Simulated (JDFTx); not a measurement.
Crystal: Au.

```
CELL_PARAMETERS angstrom
2.90000 0.00000 0.00000
-1.45000 2.51147 0.00000
0.00000 0.00000 4.88000
ATOMIC_POSITIONS crystal
Au 0.66667 0.33333 0.25000
Au 0.33333 0.66667 0.75000
```

This isn't the form of Au at room conditions, which is fcc.

```yaml
Program: JDFTx 1.7.0 (patched build)
Task: single point
Functional: PBEsol
Potentials_or_basis: PseudoDojo-SR-PBEsol-0.4.1-standard with smoothed tails
Cutoff: 1034 eV
Density_cutoff: 8272 eV
k_mesh: 11 × 11 × 6
Occupations: fermi-dirac, width 0.05 eV
Spin: no spin polarisation
```

On this cell: pressure -6.8 GPa; largest force under 0.003 eV/Å; band gap on the k mesh none (metal or under the smearing width).

The same run follows on a disturbed copy (atoms moved at random, drawn with an rms of 0.05 Å):

```xyz
2
Lattice="2.9000 0.0000 0.0000 -1.4500 2.5115 0.0000 0.0000 0.0000 4.8800" Properties=species:S:1:pos:R:3 pbc="T T T"
Au    1.4853    0.8841    1.2259
Au   -0.0274    1.6658    3.6818
```

Question: What changes?

Answer: The energy (extrapolated to zero smearing) moves by +0.6 meV/atom; pressure -6.8 GPa; largest force 0.086 eV/Å; band gap on the k mesh none (metal or under the smearing width).

Forces in eV/Å, atoms in the order of the input:
```
Au  -0.021 -0.012  0.083
Au   0.021  0.012 -0.083
```

Stress tensor (GPa, compression positive):
```
-6.56  0.17 -0.07
 0.17 -6.78 -0.05
-0.07 -0.05 -6.96
```
